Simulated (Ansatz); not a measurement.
**CH₈Al₂OSi: one species, many methods**

How much do the methods differ for CH₈Al₂OSi? The plan is to run it at one geometry with functionals of several rungs and with coupled cluster, and see how far each lands from CCSD(T) at the basis-set limit for the atomisation energy.

The runs use Ansatz 0.2.0, Gaussian basis; functionals in def2-TZVPP, the program's frozen cores in correlated methods.

The runs, in order: LDA (SPW92), PBE-D4, revPBE-D4, BLYP-D4, r2SCAN-D4, B97M-V, PBE0-D4, B3LYP-D4, r2SCANh-D4, r2SCAN0-D4, HSE06-D4, BHLYP-D4, CAM-B3LYP-D4, LC-ωPBE, ωB97X-V, ωB97M-V, B2PLYP, PBE-QIDH; CCSD(T)/def2-SVP; CCSD(T)/def2-TZVPP; MP2/def2-QZVPP; extrapolation to the limit; RPA on PBE.

## Step 1: The relaxed structure

An earlier PBE0-D4 in a triple-zeta def2 set relaxation fixed the geometry.

13 atoms, charge 0, spin multiplicity 1.

Atoms are counted from 1 here; the program's logs count them from 0.

Bond lengths: O1–Si2 1.725 Å, O1–Al5 2.008 Å, O1–H6 0.962 Å, Si2–C3 1.825 Å, Si2–H7 1.485 Å, Si2–H8 1.488 Å, C3–Al4 2.017 Å, C3–H9 1.094 Å, C3–H10 1.099 Å, Al4–Al5 2.571 Å, Al4–H11 1.598 Å, Al5–H12 1.601 Å, Al5–H13 1.602 Å. Angles: Si2–O1–Al5 127.5°, Si2–O1–H6 116.3°, Al5–O1–H6 115.6°, O1–Si2–C3 106.7°, O1–Si2–H7 106.4°, O1–Si2–H8 102.5°, C3–Si2–H7 112.6°, C3–Si2–H8 118.6°, H7–Si2–H8 108.9°, Si2–C3–Al4 110.4°, Si2–C3–H9 111.3°, Si2–C3–H10 110.4°, Al4–C3–H9 112.2°, Al4–C3–H10 104.9°, H9–C3–H10 107.5°, C3–Al4–Al5 102.1°, C3–Al4–H11 113.3°, Al5–Al4–H11 144.6° and more.

## Step 2: LDA

This LDA is Slater exchange with PW92 correlation.

Input file in.yaml:

```yaml
crystal:
  periodic: [false, false, false]
  atoms:
    - {symbol: O, position_ang: [0.563733, 1.232280, -0.237107]}
    - {symbol: Si, position_ang: [1.446059, -0.207546, 0.114977]}
    - {symbol: C, position_ang: [0.247776, -1.404072, 0.794618]}
    - {symbol: Al, position_ang: [-1.603383, -1.022728, 0.089320]}
    - {symbol: Al, position_ang: [-1.360755, 1.380617, -0.789896]}
    - {symbol: H, position_ang: [1.078813, 2.041744, -0.302132]}
    - {symbol: H, position_ang: [2.039856, -0.660000, -1.168883]}
    - {symbol: H, position_ang: [2.533958, 0.290341, 0.998906]}
    - {symbol: H, position_ang: [0.560135, -2.434152, 0.598807]}
    - {symbol: H, position_ang: [0.165221, -1.286178, 1.883913]}
    - {symbol: H, position_ang: [-2.617549, -2.241247, 0.286320]}
    - {symbol: H, position_ang: [-1.809133, 2.627693, 0.109140]}
    - {symbol: H, position_ang: [-1.224228, 1.648346, -2.363083]}
basis:
  gaussian: {orbitals: def2-TZVPP}
hamiltonian: {xc: lda}
output: {orbitals: {seedname: orbitals}}
```

The runs that follow: PBE-D4 (GGA); revPBE-D4 (GGA); BLYP-D4 (GGA); r2SCAN-D4 (meta-GGA); B97M-V (meta-GGA); PBE0-D4 (hybrid); B3LYP-D4 (hybrid); r2SCANh-D4 (hybrid); r2SCAN0-D4 (hybrid); HSE06-D4 (hybrid); BHLYP-D4 (hybrid); CAM-B3LYP-D4 (range-separated); LC-ωPBE (range-separated); ωB97X-V (range-separated); ωB97M-V (range-separated); B2PLYP (double hybrid); PBE-QIDH (double hybrid); CCSD(T) in def2-SVP; CCSD(T) in def2-TZVPP; MP2 in def2-QZVPP; RPA on PBE orbitals.

Before running them: what should the planned runs give, taken together? Wanted: atomisation energy, CCSD(T)/CBS; farthest beyond LDA; mean size of error, GGA; mean size of error, meta-GGA; mean size of error, hybrid; mean size of error, range-separated; mean size of error, double hybrid; gap, smallest and largest; T1 diagnostic.

The runs gave:

| quantity | value |
| --- | --- |
| atomisation energy, CCSD(T)/CBS | 43.019 eV |
| functionals within 0.215 eV (0.5 %) | r2SCAN-D4, CAM-B3LYP-D4, ωB97X-V, ωB97M-V |
| farthest beyond LDA | revPBE-D4 (-1.139 eV) |
| mean size of error, GGA | 0.758 eV |
| mean size of error, meta-GGA | 0.200 eV |
| mean size of error, hybrid | 0.559 eV |
| mean size of error, range-separated | 0.187 eV |
| mean size of error, double hybrid | 0.743 eV |
| gap, smallest and largest | 2.64 eV (LDA (SPW92)), 8.96 eV (LC-ωPBE) |
| T1 diagnostic | 0.0116 |
| triples share of the correlation energy | 3.5 % |

What this shows: LDA overbinds by 4.795 eV (11 %). PBE-D4 is off by -0.341 eV. Double hybrids carry the basis error of their MP2 part in triple zeta, and no dispersion term here, so their miss is partly the set-up's. The rungs range-separated, meta-GGA miss on average by less than the doubt on the reference (0.215 eV), so they tie. Misses under about 0.215 eV are within the doubt on the reference itself, which lacks core-valence correlation, relativity and higher excitations. Hartree-Fock recovers 75 % of the binding; the rest is correlation. CCSD(T) in def2-SVP is off by -2.667 eV, more than most functionals: a good method in a small basis is no reference. The gap grows from 2.6 to 9.0 eV across the functionals, mostly with the share of exact exchange.
